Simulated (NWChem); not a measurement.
**SiCNClF2 (SMILES N#C[Si](F)(F)Cl) at HF/6-31G(d) (spherical functions)**

Aim: the adiabatic ionisation energy of SiCNClF2 at HF/6-31G* (spherical functions), from 2 runs. 

The calculation is run with NWChem 7.3.0.

1 further run of the same task is left out (set aside as unsound or not needed).

## Step 1: The molecule

The species is SiCNClF2 (6 atoms), meant as a singlet with charge 0. SMILES: `N#C[Si](F)(F)Cl`. The shape is that of a PBE0-D4/def2-TZVP optimisation. The run starts from this shape.

Bond lengths: N1–C2 1.150 Å, C2–Si3 1.827 Å, Si3–F4 1.567 Å, Si3–F5 1.567 Å, Si3–Cl6 1.998 Å. Angles: N1–C2–Si3 179.1°, C2–Si3–F4 108.2°, C2–Si3–F5 108.2°, C2–Si3–Cl6 110.3°, F4–Si3–F5 108.8°, F4–Si3–Cl6 110.6°, F5–Si3–Cl6 110.6°.

## Step 2: A geometry optimisation at HF/6-31G(d) (spherical functions)

cclf2nsi.nw

```
start cclf2nsi
title "CClF2NSi hf"
memory stack 880 mb heap 220 mb global 1100 mb

geometry units angstroms
  N     1.925400   -1.092200    1.077400
  C     1.030100   -0.609300    0.540000
  Si   -0.394400    0.176700   -0.290300
  F    -1.487900   -0.920300   -0.527700
  F     0.087600    0.719200   -1.679000
  Cl   -1.118900    1.661900    0.833400
end

basis spherical bse
  * library 6-31G*
end

scf
  nopen 0
  rhf
  thresh 1e-07
  maxiter 80
  print low
end

driver
  maxiter 60
end

freq
  temp 3 298.15 400 700
end

task scf optimize
task scf frequencies
```

Command:

```bash
$ nwchem cclf2nsi.nw > cclf2nsi.out
```

Log:

```text
[...]
 Group name             Cs
[...]
  functions       =    92
[...]
  wavefunction    = RHF
[...]
         Total SCF energy =  -1039.778166579929
[...]
@    0   -1039.77816658  0.0D+00  0.04016  0.00984  0.00000  0.00000     15.6
[...]
         Total SCF energy =  -1039.777896006462
[...]
@    1   -1039.77874823 -5.8D-04  0.00288  0.00102  0.00504  0.01549     36.9
[...]
@    2   -1039.77878416 -3.6D-05  0.00055  0.00022  0.00562  0.01366     56.4
[...]
         Total SCF energy =  -1039.778785424255
[...]
@    3   -1039.77878542 -1.3D-06  0.00017  0.00006  0.00095  0.00198     74.5
[...]
         Total SCF energy =  -1039.778785523960
[...]
         Total SCF energy =  -1039.778785523960
[...]
                         RHF ENERGY GRADIENTS
    atom               coordinates                        gradient
                 x          y          z           x          y          z
   1 N       1.950418   4.930623   0.000000    0.000035   0.000019   0.000000
   2 C       0.940849   3.035631   0.000000    0.000002   0.000011   0.000000
   3 Si     -0.649240  -0.044981   0.000000   -0.000014  -0.000026   0.000000
   4 F      -2.359126  -0.206966  -2.406874   -0.000018  -0.000011  -0.000020
   5 F      -2.359126  -0.206966   2.406874   -0.000018  -0.000011   0.000020
   6 Cl      1.894262  -2.854622   0.000000    0.000014   0.000018   0.000000
[...]
@    4   -1039.77878552 -1.0D-07  0.00004  0.00002  0.00029  0.00071     86.2
[...]
      Optimization converged
[...]
@    4   -1039.77878552 -1.0D-07  0.00004  0.00002  0.00029  0.00071     86.2
[...]
         Total SCF energy =  -1039.778785516603
      One-electron energy =  -2139.299993691135
      Two-electron energy =    747.596218280998
 Nuclear repulsion energy =    351.924989893534
        Time for solution =      2.2s
[...]
 Zero-Point correction to Energy  =   11.443 kcal/mol  (  0.018235 au)
 Thermal correction to Energy     =   24.923 kcal/mol  (  0.039718 au)
 Thermal correction to Enthalpy   =   26.314 kcal/mol  (  0.041934 au)
 Total Entropy                    =  102.479 cal/mol-K
   - Translational                =   44.649 cal/mol-K (mol. weight = 126.9457)
   - Rotational                   =   30.565 cal/mol-K (symmetry #  =        1)
   - Vibrational                  =   27.264 cal/mol-K
 Cv (constant volume heat capacity) =   25.858 cal/mol-K
   - Translational                  =    2.979 cal/mol-K
   - Rotational                     =    2.979 cal/mol-K
   - Vibrational                    =   19.899 cal/mol-K
[...]
 Normal Eigenvalue ||           Projected Infra Red Intensities
  Mode   [cm**-1]  || [atomic units] [(debye/angs)**2] [(KM/mol)] [arbitrary]
 ------ ---------- || -------------- ----------------- ---------- -----------
    1       -0.000 ||    0.000042           0.001         0.041       0.008
    2       -0.000 ||    0.000202           0.005         0.196       0.037
    3       -0.000 ||    0.000291           0.007         0.283       0.053
    4       -0.000 ||    0.000215           0.005         0.210       0.039
    5        0.000 ||    0.000046           0.001         0.045       0.008
    6        0.000 ||    0.000120           0.003         0.117       0.022
    7      132.805 ||    0.006488           0.150         6.325       1.179
    8      161.090 ||    0.008803           0.203         8.581       1.599
    9      248.203 ||    0.013628           0.314        13.286       2.476
   10      296.251 ||    0.028281           0.652        27.569       5.139
   11      340.630 ||    0.038813           0.895        37.837       7.052
   12      425.489 ||    0.005487           0.127         5.349       0.997
   13      433.416 ||    0.005978           0.138         5.827       1.086
   14      576.543 ||    0.052930           1.221        51.599       9.617
[...]
```

It took 2.3 min on 1 thread of AMD EPYC 9B45 (Zen 5), shared host; peak memory 0.14 GiB.

Steps, from the record of the run:

```
step  energy from the first frame kept (eV)
   0                                 0.0000
   1                                -0.0158
   2                                -0.0168
   3                                -0.0168
   4                                -0.0168
```

After the run. Bond lengths: N1–C2 1.136 Å, C2–Si3 1.835 Å, Si3–F4 1.565 Å, Si3–F5 1.565 Å, Si3–Cl6 2.006 Å. Angles: N1–C2–Si3 179.3°, C2–Si3–F4 108.3°, C2–Si3–F5 108.3°, C2–Si3–Cl6 110.5°, F4–Si3–F5 109.0°, F4–Si3–Cl6 110.3°, F5–Si3–Cl6 110.3°.

## Step 3: The doublet cation: a structure relaxation at UHF/6-31G(d) (spherical functions)

cclf2nsi.nw

```
start cclf2nsi
memory total 2200 mb
charge 1

geometry units angstroms noautosym
   N     1.925400   -1.092200    1.077400
   C     1.030100   -0.609300    0.540000
   Si   -0.394400    0.176700   -0.290300
   F    -1.487900   -0.920300   -0.527700
   F     0.087600    0.719200   -1.679000
   Cl   -1.118900    1.661900    0.833400
end

basis spherical bse
   * library 6-31G*
end

scf
   doublet
   uhf
   thresh 1e-07
   maxiter 80
   print low
end

driver
   maxiter 60
end

freq
   temp 3 298.15 600 900
end

task scf optimize
task scf frequencies
```

Command:

```bash
$ nwchem cclf2nsi.nw > cclf2nsi.out
```

Log:

```text
[...]
  functions       =    92
[...]
  wavefunction    = UHF
[...]
         Total SCF energy =  -1039.328425967460
[...]
@    0   -1039.32842597  0.0D+00  0.10116  0.02909  0.00000  0.00000    135.1
[...]
         Total SCF energy =  -1039.342322451514
[...]
@    1   -1039.34219016 -1.4D-02  0.04489  0.01406  0.04528  0.11393    240.5
[...]
@    6   -1039.35027585 -6.6D-06  0.00067  0.00020  0.00765  0.01717    535.3
[...]
         Total SCF energy =  -1039.350277277499
[...]
@    7   -1039.35027728 -1.4D-06  0.00028  0.00009  0.00197  0.00383    572.2
[...]
         Total SCF energy =  -1039.350277408443
[...]
         Total SCF energy =  -1039.350277416294
[...]
                         UHF ENERGY GRADIENTS
    atom               coordinates                        gradient
                 x          y          z           x          y          z
   1 N       4.236856  -2.628990   2.054210    0.000003  -0.000001   0.000003
   2 C       2.484012  -1.690978   0.991276   -0.000005   0.000001  -0.000006
   3 Si     -0.476634  -0.049568  -0.722823    0.000004  -0.000015  -0.000016
   4 F      -2.232081  -2.359852  -1.010550    0.000003  -0.000003  -0.000000
   5 F       0.786255   0.781084  -3.216198    0.000002  -0.000003   0.000000
   6 Cl     -1.521228   2.605989   1.629312   -0.000007   0.000021   0.000019
[...]
@    8   -1039.35027742 -1.4D-07  0.00003  0.00001  0.00027  0.00054    633.7
[...]
      Optimization converged
[...]
@    8   -1039.35027742 -1.4D-07  0.00003  0.00001  0.00027  0.00054    633.7
[...]
         Total SCF energy =  -1039.350277416293
      One electron energy =  -2120.051292189874
      Two electron energy =    731.351995572443
 Nuclear repulsion energy =    349.349019201138
                       Sz =      0.5000
                 Sz(Sz+1) =      0.7500
                      S^2 =      0.7705
[...]
 Zero-Point correction to Energy  =   10.426 kcal/mol  (  0.016615 au)
 Thermal correction to Energy     =   29.630 kcal/mol  (  0.047219 au)
 Thermal correction to Enthalpy   =   31.418 kcal/mol  (  0.050068 au)
 Total Entropy                    =  112.117 cal/mol-K
   - Translational                =   45.897 cal/mol-K (mol. weight = 126.9457)
   - Rotational                   =   31.385 cal/mol-K (symmetry #  =        1)
   - Vibrational                  =   34.835 cal/mol-K
 Cv (constant volume heat capacity) =   27.238 cal/mol-K
   - Translational                  =    2.979 cal/mol-K
   - Rotational                     =    2.979 cal/mol-K
   - Vibrational                    =   21.279 cal/mol-K
[...]
 Normal Eigenvalue ||           Projected Infra Red Intensities
  Mode   [cm**-1]  || [atomic units] [(debye/angs)**2] [(KM/mol)] [arbitrary]
 ------ ---------- || -------------- ----------------- ---------- -----------
    1       -0.000 ||    0.007470           0.172         7.282       1.622
    2       -0.000 ||    0.007107           0.164         6.928       1.543
    3       -0.000 ||    0.002525           0.058         2.461       0.548
    4       -0.000 ||    0.005740           0.132         5.595       1.246
    5        0.000 ||    0.002106           0.049         2.053       0.457
    6        0.000 ||    0.003291           0.076         3.208       0.714
    7      101.040 ||    0.001844           0.043         1.798       0.400
    8      116.280 ||    0.000511           0.012         0.498       0.111
    9      235.836 ||    0.020254           0.467        19.744       4.397
   10      288.004 ||    0.058857           1.358        57.377      12.778
   11      315.348 ||    0.043977           1.015        42.871       9.548
   12      376.225 ||    0.007452           0.172         7.264       1.618
   13      392.389 ||    0.000000           0.000         0.000       0.000
   14      473.874 ||    0.136368           3.146       132.938      29.607
[...]
```

It took 12 min on 1 thread of AMD EPYC 9B45 (Zen 5), shared host; peak memory 0.16 GiB.

Step by step:

```
step  energy from the first frame kept (eV)
   0                                 0.0000
   1                                -0.3745
   2                                -0.5763
   3                                -0.5911
   4                                -0.5941
   5                                -0.5944
   6                                -0.5946
   7                                -0.5946
   8                                -0.5946
```

After the run. Bond lengths: N1–C2 1.193 Å, C2–Si3 2.008 Å, Si3–F4 1.543 Å, Si3–F5 1.543 Å, Si3–Cl6 1.957 Å. Angles: N1–C2–Si3 178.5°, C2–Si3–F4 99.9°, C2–Si3–F5 99.9°, C2–Si3–Cl6 104.1°, F4–Si3–F5 113.7°, F4–Si3–Cl6 117.5°, F5–Si3–Cl6 117.5°.

## Step 4: Summary of results

At HF/6-31G* (spherical functions):

| quantity | value |
| --- | --- |
| run 1, HF/6-31G*: total energy at the end | -1039.77879 Eh |
| run 1, HF/6-31G*: lowest harmonic wavenumber | 133 cm⁻¹ |
| run 1, HF/6-31G*: highest harmonic wavenumber | 2589 cm⁻¹ |
| run 1, HF/6-31G*: zero-point energy | 47.9 kJ/mol |
| run 1, HF/6-31G*: ideal-gas entropy at 298.15 K (symmetry number 1 as used) | 80.9 cal/(mol K) |
| doublet cation: total energy at the end | -1039.35028 Eh |
| doublet cation: ⟨S²⟩ | 0.770 |
| doublet cation: lowest harmonic wavenumber | 101 cm⁻¹ |
| doublet cation: highest harmonic wavenumber | 2142 cm⁻¹ |
| doublet cation: zero-point energy | 43.6 kJ/mol |
| adiabatic ionisation energy (to the doublet cation, no zero-point term) | 11.660 eV |

The adiabatic ionisation energy (to the doublet cation, no zero-point term) is 11.66 eV (269 kcal/mol). All 12 modes (run 1, HF/6-31G*) are real, so the shape is a minimum at this level. The optimisation (run 1, HF/6-31G*) took 5 steps and changed the energy by -0.017 eV. All 12 modes (doublet cation) are real, so the shape is a minimum at this level. The optimisation (doublet cation) took 9 steps and changed the energy by -0.595 eV.
